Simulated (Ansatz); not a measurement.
# CH₇AsOSi: vertical ionisation energy

The task here is to estimate one member of a computed series from the others.

The runs use Ansatz 0.2.0, Gaussian basis; unrestricted cation, the program's frozen cores in correlated methods.

The runs, in order: UKS PBE-D4/def2-TZVPP; UKS r2SCAN-D4/def2-TZVPP; UKS PBE0-D4/def2-TZVPP; UKS B3LYP-D4/def2-TZVPP; UKS wB97X-V/def2-TZVPP; UKS wB97M-V/def2-TZVPP; UKS B2PLYP/def2-TZVPP; UHF-CCSD(T)/def2-TZVPP; UHF-MP2/def2-QZVPP; extrapolation to the limit; then −ε(HOMO) from the neutral's earlier runs with LDA (SPW92), PBE-D4, revPBE-D4, BLYP-D4, r2SCAN-D4, B97M-V, PBE0-D4, B3LYP-D4, r2SCANh-D4, r2SCAN0-D4, HSE06-D4, BHLYP-D4, CAM-B3LYP-D4, LC-ωPBE, ωB97X-V, ωB97M-V.

### Structure used throughout

The geometry comes from an earlier relaxation with PBE0-D4 in a triple-zeta def2 set; it is a stationary point, not always the lowest conformer.

11 atoms, charge 0, spin multiplicity 1.

Atoms are counted from 1 here; the program's logs count them from 0.

Bond lengths: C1–O2 1.409 Å, C1–H5 1.092 Å, C1–H6 1.098 Å, C1–H7 1.098 Å, O2–As3 1.809 Å, As3–Si4 2.372 Å, As3–H8 1.539 Å, Si4–H9 1.485 Å, Si4–H10 1.484 Å, Si4–H11 1.488 Å. Angles: O2–C1–H5 107.4°, O2–C1–H6 111.7°, O2–C1–H7 112.2°, H5–C1–H6 108.4°, H5–C1–H7 108.5°, H6–C1–H7 108.4°, C1–O2–As3 114.9°, O2–As3–Si4 93.0°, O2–As3–H8 97.7°, Si4–As3–H8 91.0°, As3–Si4–H9 109.0°, As3–Si4–H10 111.6°, As3–Si4–H11 107.2°, H9–Si4–H10 109.9°, H9–Si4–H11 109.1°, H10–Si4–H11 110.0°.

Coordinates:

```tsv
atom	x (Å)	y (Å)	z (Å)
C1	0.1936	2.1899	-0.1280
O2	-0.2830	0.8735	0.0295
As3	0.9925	-0.3622	0.3719
Si4	-0.5602	-2.1549	0.3315
H5	-0.6763	2.8492	-0.1670
H6	0.7606	2.3082	-1.0607
H7	0.8320	2.5035	0.7080
H8	1.4011	-0.6469	-1.0842
H9	-1.3638	-2.1253	1.5797
H10	-1.4569	-2.0744	-0.8484
H11	0.2258	-3.4177	0.2883
```

The first run:

The input, in.yaml:

```yaml
crystal:
  periodic: [false, false, false]
  atoms:
    - {symbol: C, position_ang: [0.193591, 2.189853, -0.128046]}
    - {symbol: O, position_ang: [-0.282974, 0.873548, 0.029543]}
    - {symbol: As, position_ang: [0.992466, -0.362198, 0.371936]}
    - {symbol: Si, position_ang: [-0.560171, -2.154922, 0.331480]}
    - {symbol: H, position_ang: [-0.676259, 2.849163, -0.167004]}
    - {symbol: H, position_ang: [0.760629, 2.308224, -1.060713]}
    - {symbol: H, position_ang: [0.831969, 2.503519, 0.707974]}
    - {symbol: H, position_ang: [1.401055, -0.646868, -1.084204]}
    - {symbol: H, position_ang: [-1.363777, -2.125251, 1.579743]}
    - {symbol: H, position_ang: [-1.456872, -2.074404, -0.848404]}
    - {symbol: H, position_ang: [0.225843, -3.417667, 0.288294]}
basis:
  gaussian: {orbitals: def2-TZVPP}
total_charge: 1
magnetization: {spin_polarized: true, initial_magnetization: 1}
hamiltonian: {xc: pbe, dispersion: d4}
```

On the command line:

```console
ansatz run in.yaml --threads 2 --pin off --events-out ev --progress --plain --max-ram 32768MiB --backend cpu
```

Among the steps run: Cation, UKS PBE-D4/def2-TZVPP; Cation, UKS r2SCAN-D4/def2-TZVPP; Cation, UKS PBE0-D4/def2-TZVPP; Cation, UKS B3LYP-D4/def2-TZVPP; Cation, UKS wB97X-V/def2-TZVPP; Cation, UKS wB97M-V/def2-TZVPP; Cation, UKS B2PLYP (frozen core)/def2-TZVPP; Cation, UHF-CCSD(T)/def2-TZVPP; Cation, UHF-MP2/def2-QZVPP.

One table of the session follows, with a row left open; its other results are not shown here.

For comparison, −ε(HOMO) of the neutral from earlier runs:

| functional | −ε(HOMO) (eV) |
| --- | --- |
| LDA (SPW92) | 5.91 |
| PBE-D4 | 5.79 |
| revPBE-D4 | 5.74 |
| BLYP-D4 | 5.68 |
| r2SCAN-D4 | 6.06 |
| B97M-V | 6.21 |
| PBE0-D4 | 7.00 |
| B3LYP-D4 | 6.80 |
| r2SCANh-D4 | 6.52 |
| r2SCAN0-D4 | 7.18 |
| HSE06-D4 | ? |
| BHLYP-D4 | 8.04 |
| CAM-B3LYP-D4 | 8.28 |
| LC-ωPBE | 9.55 |
| ωB97X-V | 9.25 |
| ωB97M-V | 9.14 |

Q: Estimate the row for HSE06-D4 from the others.

As computed: −ε(HOMO) (eV): 6.61. In the column «−ε(HOMO) (eV)» it lies between r2SCANh-D4 (6.52) and B3LYP-D4 (6.80).

Caveats from the session: The cation may have settled in a state other than its lowest; no search over hole states beyond the program's own was made.
